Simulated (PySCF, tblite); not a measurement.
**C₅H₆B₂F₂: infrared bands and NMR shifts**

What infrared bands and NMR shifts should C₅H₆B₂F₂ (`FC(F)C1=CBC=CB1`) show?

The runs use tblite 0.8.0 and PySCF 2.14.0, with density-fitted response routines of our own; the level of theory stands in each step. All values are computed, except where a source is named. Atoms count from 0, in the outputs and in this text.

## 1. The molecule as given

15 atoms, charge 0, multiplicity 1; geometry from: GFN2-xTB.

Bonds of the start (Å): F0–C1 1.36, C1–F2 1.36, C1–C3 1.51, C3–C4 1.35, C4–B5 1.55, B5–C6 1.55, C6–C7 1.35, C7–B8 1.55, B8–C3 1.56, C1–H9 1.10, C4–H10 1.09, B5–H11 1.17, C6–H12 1.09, C7–H13 1.09, B8–H14 1.17.

## 2. Infrared spectrum with GFN2-xTB

The job: settings as JSON, then the geometry in Å.

```
{"job": {"kind": "ir", "xc": "GFN2-xTB", "basis": "xTB"}, "charge": 0, "multiplicity": 1}
F      2.737721     0.364885     1.179389
C      2.263891     0.064354    -0.062604
F      2.878554    -1.092865    -0.418704
C      0.759744    -0.028164    -0.055808
C      0.136418    -1.125064    -0.532828
B     -1.389036    -1.273905    -0.308708
C     -2.220090    -0.001409    -0.018866
C     -1.593965     1.098232     0.452104
B     -0.055742     1.230783     0.367842
H      2.628863     0.851920    -0.745039
H      0.739617    -1.935468    -0.929868
H     -1.855809    -2.336019    -0.149347
H     -3.305688    -0.015074    -0.040022
H     -2.199394     1.931887     0.795978
H      0.470502     2.273896     0.444570
```

**Question.** This job is followed by: GIAO PBE0/pcSseg-1 NMR shielding, non-relativistic, gas phase. Predict these results of the whole session: strongest single infrared mode (GFN2-xTB); zero-point energy (GFN2-xTB); ¹³C shifts against TMS (PBE0/pcSseg-1); ¹H shifts against TMS (PBE0/pcSseg-1); ¹⁹F shifts against CFCl3 (PBE0/pcSseg-1, means over atoms taken as alike); ¹¹B shifts against BF3·OEt2 (PBE0/pcSseg-1).

As calculated:

```
                                                                 quantity                                   value
                                strongest single infrared mode (GFN2-xTB)                    784 cm⁻¹, 204 km/mol
                                             zero-point energy (GFN2-xTB)                           62.3 kcal/mol
                                   ¹³C shifts against TMS (PBE0/pcSseg-1)   179.5, 173.9, 170.4, 168.7, 123.0 ppm
                                    ¹H shifts against TMS (PBE0/pcSseg-1)  7.97, 7.97, 7.66, 6.96, 6.65, 6.54 ppm
¹⁹F shifts against CFCl3 (PBE0/pcSseg-1, means over atoms taken as alike)                              -140.4 ppm
                              ¹¹B shifts against BF3·OEt2 (PBE0/pcSseg-1)                          69.4, 62.1 ppm
```

In words: All 39 modes are real, so the xTB geometry is a minimum. The strongest single mode, at 784 cm⁻¹, is spread over several atoms, B8, H14, B5, C3 among them. GFN2-xTB is a fitted tight-binding method: band positions and strengths are rough. Its intensities can rank the bands wrongly.
